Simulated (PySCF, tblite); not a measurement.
# C₃H₁₃BO₂Si₃: geometry, infrared bands and NMR shifts

Aim: predict the infrared bands and NMR shifts of C₃H₁₃BO₂Si₃ (`CB[C@@H]1C[SiH2]O[Si@H]1O[SiH3]`).

Computed with tblite 0.8.0 and PySCF 2.14.0, with density-fitted response routines of our own, on a single molecule in the gas phase. Atoms are numbered from 0 throughout.

## Step 1: The molecule as given

22 atoms, charge 0, multiplicity 1; geometry from: force field or distance geometry start.

Bonds of the start (Å): C0–B1 1.57, B1–C2 1.61, C2–C3 1.50, C3–Si4 1.87, Si4–O5 1.72, O5–Si6 1.72, Si6–O7 1.72, O7–Si8 1.72, Si6–C2 1.86, C0–H9 1.12, C0–H10 1.12, C0–H11 1.10, B1–H12 1.20, C2–H13 1.12, C3–H14 1.12, C3–H15 1.11, Si4–H16 1.47, Si4–H17 1.46, Si6–H18 1.48, Si8–H19 1.47, Si8–H20 1.47, Si8–H21 1.48.

## Step 2: Relaxing the molecule with GFN2-xTB

The job: settings as JSON, then the geometry in Å.

```
{"job": {"kind": "relax", "xc": "GFN2-xTB", "basis": "xTB"}, "charge": 0, "multiplicity": 1}
C     -2.740700     1.385400    -0.937400
B     -1.743100     0.973900     0.203300
C     -0.825800    -0.340700     0.063000
C     -1.050800    -1.324400     1.178700
Si     0.533100    -2.313200     1.292200
O      1.795900    -1.287100     0.729000
Si     0.979500     0.097500     0.109300
O      1.534700     0.460200    -1.473100
Si     3.124900     1.081300    -1.300400
H     -3.282600     2.318200    -0.642200
H     -3.493400     0.575500    -1.093800
H     -2.191900     1.559000    -1.876100
H     -1.654500     1.637900     1.195100
H     -1.042800    -0.830400    -0.917000
H     -1.198100    -0.811500     2.166400
H     -1.917200    -1.996400     0.991700
H      0.440900    -3.475200     0.398800
H      0.785600    -2.745400     2.668100
H      1.182300     1.235000     1.032600
H      4.003300     0.089000    -0.662000
H      3.655800     1.408700    -2.627600
H      3.094400     2.321900    -0.499500
```

Command:

```
$ OMP_NUM_THREADS=1 python probes_run.py task.json out
```

This one command runs all jobs of the session in turn.

**Question.** This job is followed by: GFN2-xTB harmonic vibrations, gas phase; GIAO PBE0/pcSseg-1 NMR shielding, non-relativistic, gas phase. What will the session give for the following? strongest single infrared mode (GFN2-xTB); zero-point energy (GFN2-xTB); 13C shifts against TMS (PBE0/pcSseg-1); 1H shifts against TMS (PBE0/pcSseg-1, means over atoms taken as alike); 11B shifts against BF3·OEt2 (PBE0/pcSseg-1); 29Si shifts against TMS (PBE0/pcSseg-1); 17O shifts against H2O (PBE0/pcSseg-1).

The runs gave:

| quantity | value |
| --- | --- |
| strongest single infrared mode (GFN2-xTB) | 1096 cm⁻¹, 659 km/mol |
| zero-point energy (GFN2-xTB) | 95.1 kcal/mol |
| 13C shifts against TMS (PBE0/pcSseg-1) | 47.8, 18.8, 15.2 ppm |
| 1H shifts against TMS (PBE0/pcSseg-1, means over atoms taken as alike) | 7.56, 5.25, 5.14, 5.14, 4.74, 2.21, 1.85, 1.61, 1.06 ppm |
| 11B shifts against BF3·OEt2 (PBE0/pcSseg-1) | 85.7 ppm |
| 29Si shifts against TMS (PBE0/pcSseg-1) | -8.0, -21.7, -44.5 ppm |
| 17O shifts against H2O (PBE0/pcSseg-1) | 77.6, 49.4 ppm |

In words: The optimisation took 168 steps and gained 1.218 eV; among the close pairs (by a distance rule), Si6–O7 changed most, from 1.716 to 1.613 Å. No mode is imaginary among the 60: a minimum at this level. The strongest single mode, at 1096 cm⁻¹, moves mainly O7. Unscaled tight-binding wavenumbers are off by several per cent, some by more. Its intensities can rank the bands wrongly. At PBE0/pcSseg-1: The largest span, 176 ppm, is at B1, where the paramagnetic term is -178 ppm.
